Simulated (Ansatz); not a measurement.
# ScRhC4N4: the cost of one run

Program: Ansatz 0.2.0. Level of theory: DFT PBE, scalar-relativistic, plane waves, PAW. These are calculated values, not measurements.

1 further run of the same task is left out (it didn't finish).

## Step 1: The starting structure

Symmetry: P-43m, No. 215, cubic system. The conventional cell has a = 6.004 Å, b = 6.004 Å, c = 6.004 Å, α = 90.00°, β = 90.00°, γ = 90.00°. Sc (site symmetry -43m) has 4 C at 2.02 Å in its first shell of neighbours. Rh (site symmetry -43m) is surrounded by 4 N at 2.01 Å. C (site symmetry 3m) is surrounded by 1 N at 1.17 Å and 1 Sc at 2.02 Å. N (site symmetry 3m) has 1 C at 1.17 Å and 1 Rh at 2.01 Å in its first shell of neighbours.

As a file:

```cif
data_structure
_symmetry_space_group_name_H-M 'P-43m'
_symmetry_Int_Tables_number 215
_cell_length_a 6.0039
_cell_length_b 6.0039
_cell_length_c 6.0039
_cell_angle_alpha 90.000
_cell_angle_beta 90.000
_cell_angle_gamma 90.000
_cell_volume 216.42
loop_
_atom_site_label
_atom_site_type_symbol
_atom_site_symmetry_multiplicity
_atom_site_Wyckoff_symbol
_atom_site_fract_x
_atom_site_fract_y
_atom_site_fract_z
_atom_site_occupancy
Sc1 Sc 1 a 0.00000 0.00000 0.00000 1
Rh1 Rh 1 b 0.50000 0.50000 0.50000 1
C1 C 4 e 0.19444 0.19444 0.19444 1
N1 N 4 e 0.30695 0.30695 0.30695 1
```

The cell is invented: two interpenetrating cyanide-bridged diamond nets (P-43m, No. 215). Lengths come from tabulated atomic sizes and are only a guess.

## Step 2: Probe: one point on a coarse mesh

File input.yaml:

```yaml
crystal:
  lattice:
    - [6.00386545, 0.0, 0.0]
    - [0.0, 6.00386545, 0.0]
    - [0.0, 0.0, 6.00386545]
  atoms:
    - { symbol: Sc, position: [0.0, 0.0, 0.0] }
    - { symbol: Rh, position: [0.5, 0.5, 0.5], spin: 1.0 }
    - { symbol: C, position: [0.19444177, 0.19444177, 0.19444177] }
    - { symbol: C, position: [0.19444177, 0.80555823, 0.80555823] }
    - { symbol: C, position: [0.80555823, 0.19444177, 0.80555823] }
    - { symbol: C, position: [0.80555823, 0.80555823, 0.19444177] }
    - { symbol: "N", position: [0.30695259, 0.30695259, 0.30695259] }
    - { symbol: "N", position: [0.30695259, 0.69304741, 0.69304741] }
    - { symbol: "N", position: [0.69304741, 0.30695259, 0.69304741] }
    - { symbol: "N", position: [0.69304741, 0.69304741, 0.30695259] }
basis:
  ecutwfc: 420
kpoints:
  mp_grid: { grid: [4, 4, 4] }
hamiltonian:
  xc: pbe
scf:
  occupations: { method: gaussian, width: 0.1 }
  lower_state_search: "off"
output:
  forces: true
  stress: true
  eigenvalues: true
  populations: true
magnetization:
  spin_polarized: true
```

Launch:

```
> ansatz run input.yaml --threads 1 --pin off --max-ram 2560MiB --backend cpu --events-out ev --progress --plain --runs-dir out
```

**Question.** How long does this run take on 1 thread of AMD EPYC 7B13 (Zen 3), shared host, and how much memory does it need?

About 19 s, with a peak of 0.56 GiB.
